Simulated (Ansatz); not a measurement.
# C2H7BFN: the cost of one run

Program: Ansatz 0.2.0. Level of theory: RKS BLYP-D4/6-31G. These are calculated values, not measurements.

**1. The starting structure**

Bond lengths: C1–C2 1.464 Å, C2–N3 1.446 Å, C2–B4 1.673 Å, B4–F5 1.395 Å, C1–H6 1.156 Å, C1–H7 1.109 Å, C1–H8 1.143 Å, C2–H9 1.069 Å, N3–H10 1.069 Å, N3–H11 1.037 Å, B4–H12 1.141 Å. Angles (14 of 18 angles, heavy atoms first): C1–C2–N3 109.0°, C1–C2–B4 110.9°, N3–C2–B4 109.9°, C2–B4–F5 118.5°, C1–C2–H9 109.6°, N3–C2–H9 108.3°, B4–C2–H9 109.1°, C2–C1–H6 113.3°, C2–C1–H7 112.5°, C2–C1–H8 113.4°, C2–N3–H10 109.6°, C2–N3–H11 111.6°, C2–B4–H12 117.9°, F5–B4–H12 123.6°.

As a file:

```xyz
12

C    -1.0701    0.6792   -0.1236
C    -0.0099   -0.3301   -0.1687
N     0.1315   -0.9223    1.1431
B     1.4419    0.3516   -0.6451
F     1.9754    1.3875    0.1228
H    -1.2471    1.2018   -1.1398
H    -2.0543    0.2496    0.1515
H    -0.8487    1.5373    0.5989
H    -0.2780   -1.1014   -0.8584
H     0.8633   -1.7003    1.1074
H    -0.7474   -1.3770    1.4538
H     1.9204   -0.0310   -1.6078
```

**2. Relaxing the start**

input.yaml

```yaml
crystal:
  periodic: [false, false, false]
  atoms:
    - { symbol: C, position_ang: [-1.0701, 0.6792, -0.1236] }
    - { symbol: C, position_ang: [-0.0099, -0.3301, -0.1687] }
    - { symbol: "N", position_ang: [0.1315, -0.9223, 1.1431] }
    - { symbol: B, position_ang: [1.4419, 0.3516, -0.6451] }
    - { symbol: F, position_ang: [1.9754, 1.3875, 0.1228] }
    - { symbol: H, position_ang: [-1.2471, 1.2018, -1.1398] }
    - { symbol: H, position_ang: [-2.0543, 0.2496, 0.1515] }
    - { symbol: H, position_ang: [-0.8487, 1.5373, 0.5989] }
    - { symbol: H, position_ang: [-0.278, -1.1014, -0.8584] }
    - { symbol: H, position_ang: [0.8633, -1.7003, 1.1074] }
    - { symbol: H, position_ang: [-0.7474, -1.377, 1.4538] }
    - { symbol: H, position_ang: [1.9204, -0.031, -1.6078] }
basis:
  gaussian: { orbitals: "6-31G" }
hamiltonian:
  xc: blyp
  dispersion: d4
relax:
  f_tol: 0.02
  max_steps: 40
output:
  orbitals: {}
```

Run with:

```
> ansatz run input.yaml --threads 1 --pin off --max-ram 2048MiB --backend cpu --events-out ev --progress --plain --runs-dir out
```

Q: Estimate wall time and peak memory on 1 thread of Arm Neoverse V2, shared host.

About 73 s, with a peak of 0.17 GiB.
